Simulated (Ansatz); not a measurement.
Runs of Ansatz 0.2.0 on GdO. It takes space group P-6m2 (No. 187, hexagonal). The conventional cell has a = 3.113 Å, b = 3.113 Å, c = 3.038 Å, α = 90.00°, β = 90.00°, γ = 120.00°. Gd (site symmetry -6m2) is surrounded by 6 O at 2.35 Å. O (site symmetry -6m2) has 6 Gd at 2.35 Å as nearest neighbours. The cell comes from a database or a generator and needn't be the stable form of this composition.

```tsv
task	level	spin	cell	k mesh	cutoff (eV)	points for each segment of the path	gap on the mesh (eV)	pressure (GPa)	moment (μB)	relaxed volume (Å³/atom)
relaxation of cell and atoms	HSE03	collinear, ferromagnetic start	relaxed	5 × 5 × 5	420	-	none	0.0	7.98	(a)
single point	HSE06	non-collinear, ferromagnetic start, SOC	as given	4 × 4 × 4	420	-	none	32.1	-	-
single point	r2SCAN50	collinear, ferromagnetic start	as given	5 × 5 × 5	500	-	none	32.0	7.79	-
band structure	HSE03	collinear, ferromagnetic start	as given	5 × 5 × 5	420	4	none	33.0	7.79	-
single point	B3LYP	collinear, ferromagnetic start	as given	5 × 5 × 5	420	-	none	37.5	7.40	-
band structure	HSEsol	collinear, ferromagnetic start	as given	5 × 5 × 5	420	4	none	27.4	(b)	-
single point	r2SCANh	collinear, ferromagnetic start	as given	5 × 5 × 5	500	-	none	33.3	7.79	-
single point	PBEsol0	collinear, ferromagnetic start	as given	5 × 5 × 5	420	-	none	27.4	7.79	-
relaxation of cell and atoms	HSE06	collinear, ferromagnetic start	relaxed	5 × 5 × 5	420	-	none	0.0	7.98	15.27
relaxation of cell and atoms	PBEsol0	collinear, ferromagnetic start	relaxed	5 × 5 × 5	420	-	none	0.0	7.79	14.63
relaxation of cell and atoms	HSEsol	collinear, ferromagnetic start	relaxed	5 × 5 × 5	420	-	none	0.0	7.98	14.83
relaxation of cell and atoms	B3LYP	collinear, ferromagnetic start	relaxed	5 × 5 × 5	420	-	none	0.0	7.79	15.63
```

Alike in all rows: potentials or basis Ansatz PAW; smearing fermi-dirac 0.05 eV; the mesh is coarse, so values aren't converged.

Estimate the missing entries.

(a) 15.29; (b) 7.78.

Caveats: all runs use coarse meshes; the magnetic or orbital state may not be the lowest; the PAW data sets come from PBE, with cores solved anew for the run's functional, which leaves a small shift of forces and pressure; spin-orbit coupling is left out, which moves the levels of the heavy elements (some runs); a cell with one magnetic atom can't hold antiferromagnetic order, which such compounds often take (some runs); the thresholds are loose for stress (some runs); the plane-wave basis is chosen anew once the cell has moved, so the energies of steps on either side of that aren't comparable (some runs); a pressure of tens of GPa on the cell as given is suspect, and the run, the potentials or the cell itself is likely at fault (some runs).

A k mesh can miss the band edges, and rows without SOC leave out spin-orbit coupling on Gd.

A gap of «none» marks a metal or a gap under the smearing width.
